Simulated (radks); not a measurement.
# Pr⁴⁺ in [Xe] 5d1: an all-electron calculation

Aim: the levels, the sizes of the orbitals and the parts of the energy of the praseodymium ion Pr4+.

Method: scalar-relativistic Kohn-Sham, LDA (Slater exchange, Perdew-Wang correlation), spin-unpolarised, spherical densities, finite nucleus. Code: radks (a radial shooting solver on a logarithmic mesh, Libxc functionals) version 1.

## Step 1: The system

* element: praseodymium (Z = 59)
* charge: +4
* electrons: 55
* configuration: [Xe] 5d1
* nuclear rms radius: 4.8919 fm

Outer shells as boxes (Hund's rule):

Pr⁴⁺
```
[Xe] core
5d [↑ ][  ][  ][  ][  ]
```

## Step 2: Self-consistent calculation

Input:

```text
Z 59
configuration [Xe] 5d1
relativity scalar-relativistic
functional lda,pw
spin unpolarised
nucleus finite rms 4.8919 fm
c 137.035999084
```

**Question.** What will this run give?

As calculated:

```
                        quantity                value
                    total energy   -9226.6942 hartree
exchange-correlation share of it               2.24 %
                            −T/E               1.0618
          highest occupied level       5d, -38.075 eV
    most extended occupied level  5d, <r> = 2.01 bohr
 radius at density 0.001 e/bohr³            3.41 bohr
    maxima of the radial density                    4
```

**Reading.** 5 principal shells are occupied and 4 maxima appear in the radial density; where shells overlap, one shows as a shoulder or not at all. Relativity lifts −T/E to 1.062. This is not the tabulated ground configuration, so its levels and sizes aren't those of the ground state, and no measured value stands beside it.
